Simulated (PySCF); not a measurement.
# C8H6: the cost of one run

Computed with PySCF 2.14.0. Level: levels as typed in each script, gas phase, geometry from GFN2-xTB.

**1. The starting structure**

SMILES `C1=CC2=CC=CC2=C1`, 14 atoms, charge 0, spin multiplicity 1.

Bond lengths: C1–C2 1.346 Å, C1–C8 1.474 Å, C1–H9 1.075 Å, C2–C3 1.460 Å, C2–H10 1.074 Å, C3–C4 1.348 Å, C3–C7 1.457 Å, C4–C5 1.474 Å, C4–H11 1.076 Å, C5–C6 1.346 Å, C5–H12 1.075 Å, C6–C7 1.460 Å, C6–H13 1.074 Å, C7–C8 1.348 Å, C8–H14 1.076 Å. Angles: C2–C1–C8 110.0°, C2–C1–H9 127.0°, C8–C1–H9 123.0°, C1–C2–C3 107.0°, C1–C2–H10 127.6°, C3–C2–H10 125.4°, C2–C3–C4 144.7°, C2–C3–C7 106.9°, C4–C3–C7 108.5°, C3–C4–C5 107.7°, C3–C4–H11 128.7°, C5–C4–H11 123.6°, C4–C5–C6 110.0°, C4–C5–H12 123.0°, C6–C5–H12 127.0°, C5–C6–C7 107.0°, C5–C6–H13 127.6°, C7–C6–H13 125.4° and more.

As a file:

```
atom    x (Å)    y (Å)   z (Å)
  C1   2.1476  -0.0454  0.0000
  C2   1.4399   1.0990  0.0000
  C3   0.0275   0.7278  0.0000
  C4  -1.2339   1.2023  0.0000
  C5  -2.1476   0.0454  0.0000
  C6  -1.4399  -1.0990  0.0000
  C7  -0.0275  -0.7278  0.0000
  C8   1.2339  -1.2023  0.0000
  H9   3.2182  -0.1440  0.0000
 H10   1.8187   2.1037  0.0000
 H11  -1.5687   2.2250  0.0000
 H12  -3.2182   0.1440  0.0000
 H13  -1.8187  -2.1037  0.0000
 H14   1.5687  -2.2250  0.0000
```

**2. Excited states (B3LYP/6-31+g*)**

input.py reads:

```python
import numpy as np
from pyscf import gto, scf, dft, tdscf
from pyscf.scf import atom_ks, atom_hf
from scipy.linalg import block_diag

def solve(mol, dm0=None, hcore=None):
    mf = (dft.UKS if mol.spin else dft.RKS)(mol, xc='b3lyp')
    mf.grids.level = 3
    mf = mf.density_fit(auxbasis='def2-universal-jkfit')
    mf.conv_tol, mf.max_cycle = 1e-8, 80
    if hcore is not None:
        mf.get_hcore = lambda *args: hcore
    mf.kernel(dm0)
    if not mf.converged:
        mf = mf.newton().run(mf.mo_coeff, mf.mo_occ, max_cycle=30)
    assert mf.converged, 'SCF not converged'
    return mf

mol = gto.M(atom='''
C      2.14757    -0.04544     0.00000
C      1.43990     1.09896     0.00000
C      0.02749     0.72775     0.00000
C     -1.23392     1.20227     0.00000
C     -2.14757     0.04544     0.00000
C     -1.43990    -1.09896     0.00000
C     -0.02749    -0.72775     0.00000
C      1.23392    -1.20227     0.00000
H      3.21815    -0.14399     0.00000
H      1.81865     2.10375     0.00000
H     -1.56872     2.22498     0.00000
H     -3.21815     0.14399     0.00000
H     -1.81865    -2.10375     0.00000
H      1.56872    -2.22498     0.00000
''', basis='6-31+g*', charge=0, spin=0, verbose=4)
mf = solve(mol)
td = mf.TDDFT()
td.nstates, td.singlet, td.conv_tol = 6, True, 1e-5
td.kernel()
td.analyze()
x, y = np.array([p[0] for p in td.xy]), np.array([p[1] + 0 * p[0] for p in td.xy])
f, mu = td.oscillator_strength(), td.transition_dipole()
nto = [td.get_nto(state=i + 1, verbose=4) for i in range(len(td.e))]
# spherically averaged free atoms, for the promolecule
atm = atom_ks.get_atm_nrks(mol, xc='b3lyp')
pro = block_diag(*[(atm[a[0]][2] * atm[a[0]][3]) @ atm[a[0]][2].T for a in mol._atom])
np.savez('result.npz', e=td.e, f=f, ok=td.converged, w=[n[0] for n in nto], nto=[n[1] for n in nto], x=x, y=y, c=mf.mo_coeff, occ=mf.mo_occ, eps=mf.mo_energy, pro=pro, mu=mu)
```

Command:

```bash
$ OMP_NUM_THREADS=1 python input.py
```

What time and memory should one allow on 1 thread of Intel Xeon 6975P-C (Granite Rapids), shared host?

About 8.5 min, with a peak of 0.98 GiB.
